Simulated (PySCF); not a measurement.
# C4H5B: the cost of one run

The runs use PySCF 2.14.0, with density-fitted response routines of our own; the level of theory stands in each step. All values are computed, except where a source is named. Atoms count from 0, in the outputs and in this text.

### 1 The molecule as given

10 atoms, charge 0, multiplicity 1; geometry from: GFN2-xTB. The atoms were then displaced at random by about 0.01 Å, so the start is not that level's minimum.

Bonds of the start (Å): B0–C1 1.52, C1–C2 1.23, C2–C3 1.35, C3–C4 1.35, B0–H5 1.18, B0–H6 1.15, C3–H7 1.09, C4–H8 1.10, C4–H9 1.07.

### 2 Optimising the geometry at PBE0-D3(BJ)/def2-SVP

The job: settings as JSON, then the geometry in Å.

```
{"job": {"xc": "PBE0", "basis": "def2-SVP", "d3": "d3bj", "grid": 1, "shake": 0.01, "kind": "geom"}, "charge": 0, "multiplicity": 1}
B      2.725020     0.102560    -0.195960
C      1.210550     0.147380    -0.242180
C     -0.020260     0.158380    -0.278650
C     -1.370940     0.180070    -0.329620
C     -2.197460    -0.365260     0.587940
H      3.289400     1.096840     0.104280
H      3.280230    -0.859670    -0.478930
H     -1.802620     0.680510    -1.201260
H     -1.794090    -0.841650     1.489460
H     -3.269400    -0.320090     0.523870
```

The run is started by

```console
$ OMP_NUM_THREADS=1 python probes_run.py task.json out
```

The driver reads the jobs from task.json and runs them one after another.

Q: Estimate the wall time and peak memory of this first job on 1 thread of Arm Neoverse V2, shared host.

About 28 s, with a peak of 0.38 GiB.
